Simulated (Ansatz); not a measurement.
# C₃H₃FSi: basis-set convergence

How large a basis does C₃H₃FSi need? Two functionals are run in growing sets.

Program: Ansatz 0.2.0, Gaussian basis. Level of theory: one geometry, several basis sets. These are calculated values, not measurements.

The runs, in order: PBE0-D4/def2-SVP; ωB97M-V/def2-SVP; PBE0-D4/def2-QZVPP; ωB97M-V/def2-QZVPP; the functionals' def2-TZVPP values are taken from earlier runs.

## 1. The relaxed structure

An earlier PBE0-D4 in a triple-zeta def2 set relaxation fixed the geometry.

8 atoms, charge 0, spin multiplicity 1.

Atoms are counted from 1 here; the program's logs count them from 0.

Bond lengths: F1–C2 1.339 Å, C2–C3 1.339 Å, C2–Si5 1.933 Å, C3–C4 1.326 Å, C4–Si5 1.879 Å, C4–H6 1.083 Å, Si5–H7 1.476 Å, Si5–H8 1.475 Å. Angles: F1–C2–C3 124.0°, F1–C2–Si5 129.7°, C3–C2–Si5 69.8°, C2–C3–C4 136.8°, C3–C4–Si5 71.9°, C3–C4–H6 127.2°, Si5–C4–H6 136.3°, C2–Si5–C4 81.1°, C2–Si5–H7 114.3°, C2–Si5–H8 110.9°, C4–Si5–H7 111.8°, C4–Si5–H8 117.2° and more.

As a file:

```mol
C3H3FSi
  3D, bonds by distance, orders not assigned

  8  9  0  0  0  0  0  0  0  0999 V2000
    0.5965   -2.0521    1.3342 F   0  0
    0.7828   -1.0043    0.5218 C   0  0
    0.5660    0.2680    0.8799 C   0  0
   -0.0532    1.3243    0.3696 C   0  0
   -0.4457   -0.1623   -0.7109 Si  0  0
    0.3577    2.3146    0.2201 H   0  0
    0.0827    0.0007   -2.0798 H   0  0
   -1.7946   -0.7459   -0.5905 H   0  0
  1  2  8  0
  2  3  8  0
  2  5  8  0
  3  4  8  0
  3  5  8  0
  4  5  8  0
  4  6  8  0
  5  7  8  0
  5  8  8  0
M  END
```

## 2. PBE0-D4 in def2-SVP

Input file in.yaml:

```yaml
crystal:
  periodic: [false, false, false]
  atoms:
    - {symbol: F, position_ang: [0.596504, -2.052099, 1.334193]}
    - {symbol: C, position_ang: [0.782814, -1.004253, 0.521823]}
    - {symbol: C, position_ang: [0.566033, 0.268015, 0.879867]}
    - {symbol: C, position_ang: [-0.053157, 1.324279, 0.369589]}
    - {symbol: Si, position_ang: [-0.445721, -0.162324, -0.710944]}
    - {symbol: H, position_ang: [0.357732, 2.314591, 0.220112]}
    - {symbol: H, position_ang: [0.082707, 0.000729, -2.079784]}
    - {symbol: H, position_ang: [-1.794613, -0.745938, -0.590457]}
basis:
  gaussian: {orbitals: def2-SVP}
hamiltonian: {xc: pbe0, dispersion: d4}
output: {orbitals: {seedname: orbitals}}
```

Run with:

```sh
ansatz run in.yaml --threads 2 --pin off --events-out ev --progress --plain --max-ram 4352MiB
```

The runs that follow: ωB97M-V in def2-SVP; PBE0-D4 in def2-QZVPP; ωB97M-V in def2-QZVPP.

Q: Predict the results of all the runs planned. Wanted: PBE0-D4: double and triple zeta above quadruple; ωB97M-V: double and triple zeta above quadruple.

The runs gave:

| quantity | value |
| --- | --- |
| PBE0-D4: double and triple zeta above quadruple | 10.25, 0.59 eV |
| ωB97M-V: double and triple zeta above quadruple | 10.42, 0.54 eV |

**Reading.** PBE0-D4 gains 9.66 eV from double to triple zeta, then 0.59 eV more. These are total energies; as a rule much of such shifts cancels in differences, which this series doesn't test.
